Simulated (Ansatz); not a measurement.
# CH₃Ga (singlet): the correlation ladder, cc-pVTZ

The task here is to estimate one member of a computed series from the others.

Computed with Ansatz 0.2.0, Gaussian basis. Level: cc-pVTZ, core rule «outside noble gas», up to 15 orbitals frozen.

To be run: UHF; CCSD(T) on RHF; CCSD(T) on UHF; BCCD(T) on RHF; CCSDT(Q) on RHF; CCSDT(Q) on UHF.

6 further runs of the same task are left out: 2 for a known fault of the program, 4 set aside as unsound or not needed.

### What is computed

The geometry is a PBE0/def2-TZVP stationary point (not a proven minimum). No spin-orbit coupling is included. The filled d shell of Ga may be among the frozen orbitals whatever the setting's name suggests; the logs give the count.

5 atoms, charge 0, spin multiplicity 1.

Atoms are counted from 1 here; the program's logs count them from 0.

Bond lengths: C1–Ga2 1.774 Å, C1–H3 1.083 Å, C1–H4 1.083 Å, Ga2–H5 1.531 Å. Angles: Ga2–C1–H3 121.4°, Ga2–C1–H4 121.4°, H3–C1–H4 117.2°, C1–Ga2–H5 180.0°.

The first run:

File in.yaml:

```yaml
crystal:
  periodic: [false, false, false]
  atoms:
    - {symbol: C, position_ang: [0.000000, 0.000000, 1.485416]}
    - {symbol: Ga, position_ang: [0.000000, 0.000000, -0.288840]}
    - {symbol: H, position_ang: [0.000000, 0.924425, 2.049945]}
    - {symbol: H, position_ang: [0.000000, -0.924425, 2.049945]}
    - {symbol: H, position_ang: [0.000000, 0.000000, -1.820112]}
basis:
  gaussian: {orbitals: cc-pVTZ}
magnetization: {spin_polarized: true, initial_magnetization: 0}
hamiltonian: {xc: hf}
output: {orbitals: {seedname: orbitals}}
```

Launch:

```bash
ansatz run in.yaml --threads 1 --pin off --events-out ev --progress --plain --max-ram 4096MiB --backend cpu
```

Steps of the session up to this table: UHF; CCSD(T) on RHF; CCSD(T) on UHF; BCCD(T) on RHF; CCSDT(Q) on RHF; CCSDT(Q) on UHF.

One table of the session follows, with a row left open; its other results are not shown here.

| method | from RCCSDT(Q) (meV) |
| --- | --- |
| RHF | +7713.6 |
| UHF | +7683.4 |
| RMP2 | +934.4 |
| RCCSD | +374.7 |
| RCCSD(T) | +41.6 |
| BCCD(T) | +40.2 |
| RCCSDT | ? |
| RCCSDT(Q) | 0 |

Q: Estimate the row for RCCSDT from the others.

The run gave: from RCCSDT(Q) (meV): +24.0. In the column «from RCCSDT(Q) (meV)» it lies between RCCSDT(Q) (0) and BCCD(T) (+40.2).

Not comparable, so not listed: CCSD(T) on UHF; CCSDT(Q) on UHF (they don't share determinant, frozen orbitals or solution with the rows shown, or repeat one).

To keep in mind: Warnings: restricted reference is unstable; spin contamination.
